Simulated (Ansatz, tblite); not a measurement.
**The cluster AlSi₄+: one state, many levels**

How do method and basis change the picture of the cluster AlSi₄+ (singlet)?

Computed with Ansatz 0.2.0, Gaussian basis. Level: as each input shows.

The runs, in order: GFN1-xTB, GFN2-xTB, PBE-D4/def2-TZVP, r2SCAN-D4/def2-TZVP, PBE-QIDH/def2-TZVP, ωB97X-V/def2-TZVP, B97M-V/def2-TZVP, PBE-D4/def2-SVP, PBE0-D4/def2-SVP, HF/STO-3G, CCSD(T)/def2-TZVPP, MP2/def2-TZVP.

2 further runs of the same task are left out: 2 set aside as unsound or not needed. Runs told in other sessions of the task aren't counted.

## Step 1: The relaxed structure

The singlet was relaxed beforehand with PBE-D4/def2-SVP. At that level it is the lowest of the isomers that a small search found.

5 atoms, charge 1, spin multiplicity 1.

Bond lengths: Al1–Si4 2.774 Å, Si2–Si4 2.383 Å, Si2–Si5 2.355 Å, Si3–Si4 2.383 Å, Si3–Si5 2.355 Å, Si4–Si5 2.349 Å. Angles: Si4–Si2–Si5 59.5°, Si4–Si3–Si5 59.5°, Al1–Si4–Si2 120.1°, Al1–Si4–Si3 120.5°, Al1–Si4–Si5 179.7°, Si2–Si4–Si3 119.4°, Si2–Si4–Si5 59.7°, Si3–Si4–Si5 59.7°, Si2–Si5–Si3 121.7°, Si2–Si5–Si4 60.9°, Si3–Si5–Si4 60.9°.

The ion is computed in the gas phase, without counter-ions or solvent.

PBE0-D4/def2-TZVP was run before; its log isn't repeated, and its numbers join the tables.

## Step 2: GFN1-xTB

Tight binding, by tblite at 300 K electronic temperature and without a spin-polarisation term:

```python
tblite.interface.Calculator('GFN1-xTB', numbers, positions, charge=1, uhf=0).singlepoint()
```

Energy -217.0777 eV, HOMO -12.99 eV, LUMO -12.48 eV; 0.007 s.

## Step 3: GFN2-xTB

Tight binding, by tblite at 300 K electronic temperature and without a spin-polarisation term:

```python
tblite.interface.Calculator('GFN2-xTB', numbers, positions, charge=1, uhf=0).singlepoint()
```

Energy -200.1938 eV, HOMO -11.31 eV, LUMO -10.25 eV; 0.011 s.

## Step 4: PBE-D4/def2-TZVP

start.molden holds the orbitals of an earlier run on this state, given as this run's starting guess.

Input file in.yaml:

```yaml
crystal:
  periodic: [false, false, false]
  atoms:
    - {symbol: Al, position_ang: [2.380413, 0.769164, -1.947289]}
    - {symbol: Si, position_ang: [-1.223217, 1.766331, 0.508044]}
    - {symbol: Si, position_ang: [0.010844, -2.158028, 0.481728]}
    - {symbol: Si, position_ang: [0.301203, 0.094315, -0.239733]}
    - {symbol: Si, position_ang: [-1.469234, -0.471781, 1.197250]}
basis:
  gaussian: {orbitals: def2-TZVP, initial_orbitals: start.molden}
total_charge: 1
hamiltonian: {xc: pbe, dispersion: d4}
scf: {omitted_lower_state_checks: [starts]}
output: {forces: true, orbitals: {seedname: orbitals}}
```

Started as:

```bash
> ansatz run in.yaml --threads 4 --pin off --events-out ev --progress --plain --max-ram 4787MiB
```

After this run come: r2SCAN-D4/def2-TZVP; PBE-QIDH/def2-TZVP; ωB97X-V/def2-TZVP; B97M-V/def2-TZVP; PBE-D4/def2-SVP; PBE0-D4/def2-SVP; HF/STO-3G; CCSD(T)/def2-TZVPP; MP2/def2-TZVP.

Q: Predict the results of all the runs planned. Wanted: gap in def2-TZVP, named functionals, smallest and largest; correlation energy, CCSD(T)/def2-TZVPP; correlation energy, MP2/def2-TZVP; PBE0 total energy, smallest basis above largest.

The runs gave:

| quantity | value |
| --- | --- |
| gap in def2-TZVP, named functionals, smallest and largest | 1.30 eV (PBE-D4), 6.73 eV (ωB97X-V) |
| correlation energy, CCSD(T)/def2-TZVPP | -14.68 eV |
| correlation energy, MP2/def2-TZVP | -12.60 eV |
| PBE0 total energy, smallest basis above largest | 13.12 eV (def2-SVP, def2-TZVP) |

Orbital gaps of the named functionals in def2-TZVP span 1.30 eV (PBE-D4) to 6.73 eV (ωB97X-V); exact exchange widens it. Notes on CCSD(T)/def2-TZVPP: large T1 diagnostic.
